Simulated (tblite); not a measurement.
# C5H14P2S: the cost of one run

Programs: tblite 0.8.0 and PySCF 2.14.0, with density-fitted response routines of our own. Each step states its level of theory. These are calculated values for one molecule, in the gas phase or a continuum, unless marked as measured. Atoms are numbered from 0 throughout.

## 1. The starting structure

22 atoms, charge 0, multiplicity 1; geometry from: force field or distance geometry start.

Bonds of the start (Å): C0–C1 1.51, C1–C2 1.50, C2–P3 1.81, P3–P4 2.13, P3–S5 1.74, P3–C6 1.80, C6–C7 1.48, C0–H8 1.13, C0–H9 1.11, C0–H10 1.11, C1–H11 1.12, C1–H12 1.11, C2–H13 1.14, C2–H14 1.12, P4–H15 1.46, P4–H16 1.46, C6–H17 1.12, C6–H18 1.12, C7–H19 1.09, C7–H20 1.13, C7–H21 1.11.

## 2. Optimising the geometry with GFN2-xTB

Job settings and geometry (Å):

```
{"job": {"kind": "relax", "xc": "GFN2-xTB", "basis": "xTB"}, "charge": 0, "multiplicity": 1}
C      3.314600     0.469900    -0.040700
C      2.048100    -0.309400     0.206500
C      0.821100     0.529900     0.035800
P     -0.669500    -0.454200     0.344400
P     -0.970900    -1.922800    -1.164100
S     -0.431000    -1.223400     1.884500
C     -2.037400     0.692600     0.569700
C     -2.992800     0.748900    -0.561000
H      3.782700     0.629600     0.973300
H      3.035700     1.481900    -0.406800
H      4.001200    -0.059400    -0.740900
H      2.074800    -0.739500     1.243200
H      1.986300    -1.174200    -0.480500
H      0.731100     0.874000    -1.043300
H      0.846600     1.414200     0.716500
H     -1.874200    -2.960600    -0.680400
H      0.321200    -2.522800    -1.505300
H     -1.594700     1.704600     0.741400
H     -2.605400     0.482800     1.509100
H     -2.541100     1.161800    -1.460200
H     -3.821200     1.455000    -0.249400
H     -3.435500    -0.259500    -0.694200
```

Launch:

```bash
> OMP_NUM_THREADS=1 python probes_run.py task.json out
```

This one command runs all jobs of the session in turn.

**Question.** How long does this first job take on 1 thread of Intel Xeon Platinum 8259CL at 2.50GHz, shared host, and how much memory does it need?

About 2.2 s, with a peak of 0.18 GiB.
